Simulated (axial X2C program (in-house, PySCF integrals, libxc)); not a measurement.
# TeLi⁻: EOM-EE-CCSD levels

Wanted for TeLi⁻: EOM-EE-CCSD levels, at the two-component level.

The runs use an in-house X2C program for linear molecules on PySCF integrals; two-component X2C with atomic mean-field terms, Te dyall-acv3z, Li dyall-acv3z.

All values are calculated.

### Step 1. The job

Input file task.json:

```json
{"zs": [52, 3], "q": -1, "bas": ["dyall-acv3z", "dyall-acv3z"], "r0": 2.52, "eom": "ee", "thr": -2.0, "nmax": 88}
```

Keys: zs atomic numbers; q charge; bas basis sets; r0 starting distance in Å; eom kind of EOM run; thr threshold in hartree for freezing inner shells (an s shell follows its p shell); nmax most natural virtual spinors.

On the command line:

```
> python soeom.py task.json out
```

Nuclei are Gaussian, cores are contracted, and the Gaunt term is on.

### Step 2. EOM-EE-CCSD at 2.393 Å

Reference: the closed shell TeLi⁻; 18 electrons correlated, 84 virtual spinors; roots sought by Ω: 0: 5, 1: 4, 2: 3, 3: 1.

Output:

```text
two-component X2C + atomic mean field  HF
basis functions 191  fitting functions 902  grid points 5084
iter        total energy     max residual
   1      -6795.581912703     3.98e-01
   2      -6795.599883227     6.96e-03
   3      -6795.600388154     9.91e-03
   4      -6795.600469300     1.89e-03
   5      -6795.600484843     6.07e-04
   6      -6795.600491529     7.83e-04
   7      -6795.600492823     2.53e-04
   8      -6795.600493157     6.59e-05
   9      -6795.600493223     6.75e-05
  10      -6795.600493236     1.29e-05
  11      -6795.600493238     6.41e-06
  12      -6795.600493239     4.32e-06
  13      -6795.600493239     6.58e-07
converged
one-electron -9406.32985714  Coulomb 2756.99315875  exact exchange -176.71623600  xc functional 0.00000000  nuclear repulsion 34.49713535  atomic mean-field constant -4.04469420
correlated 18  virtual 270  natural virtual 84  E(MP2) -0.659273165  MP2 remainder -0.118772198
iter   CCSD correlation   residual
   1     -0.492574972   1.35e-01
   2     -0.504123830   5.01e-02
   3     -0.506043513   2.00e-02
   4     -0.505827780   1.15e-02
   5     -0.505775925   5.65e-03
   6     -0.505832781   3.67e-03
   7     -0.505869353   1.92e-03
   8     -0.505834203   1.13e-03
   9     -0.505865235   6.89e-04
  10     -0.505860906   3.41e-04
  11     -0.505861276   2.22e-04
  12     -0.505861093   1.26e-04
  13     -0.505860923   7.80e-05
  14     -0.505860701   4.64e-05
  15     -0.505860665   3.05e-05
  16     -0.505860795   1.63e-05
  17     -0.505860810   1.02e-05
(T) -0.011782653  T1 0.0186  D1 0.0450  max T2 0.055
EOM-EE-CCSD roots
2*Omega      energy/Eh   energy/eV  one-particle weight
    0       0.04090818      1.1132      0.932
    0       0.04483511      1.2200      0.921
    0       0.05857925      1.5940      0.931
    0       0.05963363      1.6227      0.929
    0       0.06641954      1.8074      0.927
    2       0.03284416      0.8937      0.924
    2       0.04157912      1.1314      0.930
    2       0.05868696      1.5970      0.930
    2       0.05959604      1.6217      0.928
    4       0.03177396      0.8646      0.927
    4       0.05894380      1.6039      0.930
    4       0.05940971      1.6166      0.929
    6       0.05876902      1.5992      0.931
```

T1 in the output is the amplitude norm over the root of the electron number; divide by √2 for the Lee–Taylor value.

```
 Ω  excitation (eV)                             hole                        particle  singles weight
 2            0.865   78% Te pπ, 15% Li pπ, 7% Li dπ  57% Li sσ, 30% Li pσ, 6% Te pσ            0.93
 1            0.894   78% Te pπ, 15% Li pπ, 7% Li dπ            56% Li sσ, 32% Li pσ            0.92
0⁻            1.113   55% Te pπ, 23% Te pσ, 9% Li pπ  56% Li sσ, 31% Li pσ, 6% Te pσ            0.93
 1            1.131   54% Te pπ, 25% Te pσ, 9% Li pπ  55% Li sσ, 32% Li pσ, 6% Te pσ            0.93
0⁺            1.220  68% Te pπ, 11% Te pσ, 11% Li pπ            57% Li sσ, 31% Li pσ            0.92
0⁻            1.594   78% Te pπ, 15% Li pπ, 7% Li dπ                       98% Li pπ            0.93
 1            1.597   78% Te pπ, 15% Li pπ, 7% Li dπ                       99% Li pπ            0.93
 3            1.599   78% Te pπ, 15% Li pπ, 7% Li dπ                       99% Li pπ            0.93
 2            1.604   78% Te pπ, 15% Li pπ, 7% Li dπ                       99% Li pπ            0.93
 2            1.617   78% Te pπ, 15% Li pπ, 7% Li dπ            88% Li pσ, 10% Li sσ            0.93
 1            1.622   78% Te pπ, 15% Li pπ, 7% Li dπ            88% Li pσ, 10% Li sσ            0.93
0⁺            1.623   78% Te pπ, 15% Li pπ, 7% Li dπ                       99% Li pπ            0.93
0⁻            1.807   55% Te pσ, 26% Te pπ, 7% Li sσ  55% Li sσ, 30% Li pσ, 7% Te pσ            0.93
```

Wall time 68 s (1 thread of Arm Neoverse V1, shared host); peak memory 1 GiB.

### Step 3. What came out

| quantity | value |
| --- | --- |
| lowest root at 2.393 Å | Ω = 2, 0.865 eV |
| next root led by one particle | Ω = 1, about 230 cm⁻¹ higher |
| T1 of the reference | 0.013 |

What this shows: The lowest root lies 0.86 eV above the closed-shell reference. Errors of 0.1 to 0.3 eV are usual at this size, and roots led by higher excitations are left out, so the list is incomplete, and low states of that kind can be missing.
